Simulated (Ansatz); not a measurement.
**C2F5 (pentafluoroethyl) at U-revPBE/cc-pVDZ**

Aim: the vertical ionisation energy of C2F5 (pentafluoroethyl) at U-revPBE/cc-pVDZ, from 2 runs. 

The results are computed with Ansatz 0.2.0.

33 further runs of the same task are left out: 33 set aside as unsound or not needed.

## 1. The structure to begin with

C2F5 has 7 atoms, charge 0, and is taken as a doublet. SMILES: `F[C](F)C(F)(F)F`. The coordinates come from a PBE0-D4/def2-TZVP relaxation.

Bond lengths: F1–C2 1.312 Å, C2–F3 1.312 Å, C2–C4 1.514 Å, C4–F5 1.327 Å, C4–F6 1.327 Å, C4–F7 1.338 Å. Angles: F1–C2–F3 112.2°, F1–C2–C4 114.4°, F3–C2–C4 114.4°, C2–C4–F5 109.8°, C2–C4–F6 109.7°, C2–C4–F7 111.6°, F5–C4–F6 109.4°, F5–C4–F7 108.1°, F6–C4–F7 108.1°.

## 2. The energy at U-revPBE/cc-pVDZ

The input, input.yaml:

```yaml
basis:
  gaussian:
    orbitals: cc-pVDZ
crystal:
  periodic: [false, false, false]
  atoms:
    - {symbol: F, position_ang: [1.561030, -0.846020, 0.512950]}
    - {symbol: C, position_ang: [0.322010, -0.468420, 0.723150]}
    - {symbol: F, position_ang: [-0.464130, -1.481230, 1.002660]}
    - {symbol: C, position_ang: [-0.228340, 0.480800, -0.320510]}
    - {symbol: F, position_ang: [0.577960, 1.527090, -0.444820]}
    - {symbol: F, position_ang: [-1.434800, 0.896110, 0.043240]}
    - {symbol: F, position_ang: [-0.333720, -0.108340, -1.516660]}
accuracy: high
output:
  orbitals: {seedname: orbitals}
hamiltonian:
  xc: {name: revPBE}
magnetization:
  spin_polarized: true
  initial_magnetization: 1
```

Launch:

```bash
$ ansatz run input.yaml --threads 1 --pin off --max-ram 3480MiB --events-out events.jsonl --progress --plain --runs-dir runs
```

Log:

```text
Warning: RAYON_NUM_THREADS=1 ignored (pool sized by the plan → 1); use --threads N
Functional definition: revPBE
  name "revPBE"
  parameter kappa = 1.245
  parameter beta = 0.06672455060314922
  exchange = pbe_x(kappa = kappa, mu = beta*pi^2/3)
  correlation = pbe_c(beta = beta)
2170 factors; integrals over basis functions are off by at most 2.4e-9 eV
mean field evaluation 1: about -15649.9026 eV, gradient 2.6e1 eV
mean field evaluation 2: about -15647.5886 eV, gradient 3.9e1 eV
mean field evaluation 4: about -15651.8353 eV, gradient 1.2e0 eV
mean field evaluation 8: about -15651.8356 eV, gradient 4.8e-2 eV
mean field evaluation 16: about -15651.8356 eV, gradient 2.9e-5 eV
mean field -15651.83559082 eV, -575.1943487674 hartree, gradient 4.3e-8 eV, S^2 0.751844; 0 other end points of the search recorded, 0 dependent functions left out
reference -15651.83559276 eV, -575.1943488387 hartree; 29, 28 occupied and 69, 70 virtual orbitals, 2170 factors
Total energy: -15651.83559276 eV, -575.1943488387 hartree
```

Run time: 8.1 s. Hardware: 1 thread of Intel Xeon Platinum 8488C (Sapphire Rapids), shared host; peak memory 0.34 GiB.

## 3. The singlet cation at the same level

The input, in.yaml:

```yaml
crystal:
  periodic: [false, false, false]
  atoms:
    - {symbol: F, position_ang: [1.561030, -0.846020, 0.512950]}
    - {symbol: C, position_ang: [0.322010, -0.468420, 0.723150]}
    - {symbol: F, position_ang: [-0.464130, -1.481230, 1.002660]}
    - {symbol: C, position_ang: [-0.228340, 0.480800, -0.320510]}
    - {symbol: F, position_ang: [0.577960, 1.527090, -0.444820]}
    - {symbol: F, position_ang: [-1.434800, 0.896110, 0.043240]}
    - {symbol: F, position_ang: [-0.333720, -0.108340, -1.516660]}
basis:
  gaussian: {orbitals: cc-pVDZ}
output: {orbitals: {seedname: orbitals}}
accuracy: high
total_charge: 1
hamiltonian: {xc: {name: revPBE}}
```

Launch:

```bash
$ ansatz run in.yaml --threads 1 --pin off --max-ram 3480MiB --events-out events.jsonl --progress --plain --runs-dir runs
```

Log:

```text
Warning: RAYON_NUM_THREADS=1 ignored (pool sized by the plan → 1); use --threads N
Functional definition: revPBE
  name "revPBE"
  parameter kappa = 1.245
  parameter beta = 0.06672455060314922
  exchange = pbe_x(kappa = kappa, mu = beta*pi^2/3)
  correlation = pbe_c(beta = beta)
2168 factors; integrals over basis functions are off by at most 2.9e-9 eV
mean field evaluation 1: about -15635.7434 eV, gradient 6.6e1 eV
mean field evaluation 2: about -15572.3101 eV, gradient 1.8e2 eV
mean field evaluation 4: about -15641.7784 eV, gradient 1.4e1 eV
mean field evaluation 8: about -15642.1623 eV, gradient 8.3e-1 eV
mean field evaluation 16: about -15642.1576 eV, gradient 2.7e-4 eV
mean field -15642.15760234 eV, -574.8386892509 hartree, gradient 3.8e-8 eV, S^2 0.000000; 0 other end points of the search recorded, 0 dependent functions left out
reference -15642.15760414 eV, -574.8386893171 hartree; 28, 28 occupied and 70, 70 virtual orbitals, 2168 factors
Total energy: -15642.15760414 eV, -574.8386893171 hartree
```

Run time: 6.3 s. Hardware: 1 thread of Intel Xeon Platinum 8488C (Sapphire Rapids), shared host; peak memory 0.28 GiB.

## 4. What came out

At U-revPBE/cc-pVDZ:

```
                                          quantity          value
                        doublet C2F5: total energy  -575.19435 Eh
  doublet C2F5: HOMO energy (highest over α and β)       -5.36 eV
   doublet C2F5: LUMO energy (lowest over α and β)       -3.19 eV
                                doublet C2F5: ⟨S²⟩          0.752
                      singlet cation: total energy  -574.83869 Eh
                       singlet cation: HOMO energy      -15.83 eV
                       singlet cation: LUMO energy      -13.78 eV
                     singlet cation: HOMO–LUMO gap        2.04 eV
vertical ionisation energy (to the singlet cation)       9.678 eV
```

What this shows: The vertical ionisation energy comes to 9.68 eV (934 kJ/mol). Only the singlet of the ionised species was computed; a triplet could lie lower.
